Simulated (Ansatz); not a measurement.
# C3H11GaO: small, medium and large basis sets

The task here is to estimate one member of a computed series from the others.

Computed with Ansatz 0.2.0, Gaussian basis. Level: one geometry, several basis sets.

Plan: PBE0-D4/def2-SVP; ωB97M-V/def2-SVP; PBE0-D4/def2-QZVPP; ωB97M-V/def2-QZVPP; the functionals' def2-TZVPP values are taken from earlier runs.

### The relaxed structure

The geometry comes from an earlier relaxation with PBE0-D4 in a triple-zeta def2 set; it is a stationary point, not always the lowest conformer.

SMILES `[CH3][Ga-]([CH3])([CH3])[OH2+]`, 16 atoms, charge 0, spin multiplicity 1.

Atoms are counted from 1 here; the program's logs count them from 0.

Bond lengths: C1–Ga2 1.992 Å, C1–H6 1.094 Å, C1–H7 1.094 Å, C1–H8 1.094 Å, Ga2–C3 1.992 Å, Ga2–C4 1.980 Å, Ga2–O5 2.249 Å, C3–H9 1.094 Å, C3–H10 1.094 Å, C3–H11 1.094 Å, C4–H12 1.093 Å, C4–H13 1.094 Å, C4–H14 1.093 Å, O5–H15 0.963 Å, O5–H16 0.963 Å. Angles: Ga2–C1–H6 112.6°, Ga2–C1–H7 110.1°, Ga2–C1–H8 112.1°, H6–C1–H7 106.7°, H6–C1–H8 108.5°, H7–C1–H8 106.6°, C1–Ga2–C3 118.2°, C1–Ga2–C4 119.2°, C1–Ga2–O5 94.2°, C3–Ga2–C4 119.3°, C3–Ga2–O5 94.2°, C4–Ga2–O5 99.6°, Ga2–C3–H9 112.1°, Ga2–C3–H10 112.6°, Ga2–C3–H11 110.1°, H9–C3–H10 108.5°, H9–C3–H11 106.6°, H10–C3–H11 106.7° and more.

The first run:

The input, in.yaml:

```yaml
crystal:
  periodic: [false, false, false]
  atoms:
    - {symbol: C, position_ang: [-0.648964, 0.727060, -1.730449]}
    - {symbol: Ga, position_ang: [0.152072, -0.182718, -0.149843]}
    - {symbol: C, position_ang: [1.729467, 0.662334, 0.724883]}
    - {symbol: C, position_ang: [-0.195753, -2.110563, 0.135382]}
    - {symbol: O, position_ang: [-1.326482, 0.685927, 1.305787]}
    - {symbol: H, position_ang: [-0.606152, 1.817733, -1.653471]}
    - {symbol: H, position_ang: [-0.102700, 0.453659, -2.638384]}
    - {symbol: H, position_ang: [-1.690068, 0.430994, -1.891877]}
    - {symbol: H, position_ang: [1.849018, 0.335001, 1.762256]}
    - {symbol: H, position_ang: [1.683039, 1.755460, 0.708847]}
    - {symbol: H, position_ang: [2.647017, 0.378330, 0.200539]}
    - {symbol: H, position_ang: [0.010596, -2.409017, 1.165979]}
    - {symbol: H, position_ang: [0.445506, -2.713825, -0.514525]}
    - {symbol: H, position_ang: [-1.231498, -2.370781, -0.095649]}
    - {symbol: H, position_ang: [-0.830807, 1.248974, 1.909283]}
    - {symbol: H, position_ang: [-1.907091, 1.268736, 0.805642]}
basis:
  gaussian: {orbitals: def2-SVP}
hamiltonian: {xc: pbe0, dispersion: d4}
output: {orbitals: {seedname: orbitals}}
```

Run with:

```bash
$ ansatz run in.yaml --threads 4 --pin off --events-out ev --progress --plain --max-ram 11315MiB
```

Among the steps run: PBE0-D4 in def2-SVP; ωB97M-V in def2-SVP; PBE0-D4 in def2-QZVPP; ωB97M-V in def2-QZVPP.

One of the session's tables, all rows but one given; the rest of the session is left out.

It belongs to the step «Functionals by basis». 

```
functional       basis  HOMO (eV)  LUMO (eV)
   PBE0-D4    def2-SVP      -6.83       0.43
   PBE0-D4  def2-TZVPP      -6.93      -0.13
   PBE0-D4  def2-QZVPP      -6.95      -0.41
   ωB97M-V    def2-SVP      -9.06       2.08
   ωB97M-V  def2-TZVPP          ?          ?
   ωB97M-V  def2-QZVPP      -9.18       0.86
```

Q: Estimate the row for ωB97M-V, def2-TZVPP from the others.

As computed: HOMO (eV): -9.16; LUMO (eV): 1.33. In the column «HOMO (eV)» it lies between ωB97M-V, def2-QZVPP (-9.18) and ωB97M-V, def2-SVP (-9.06).
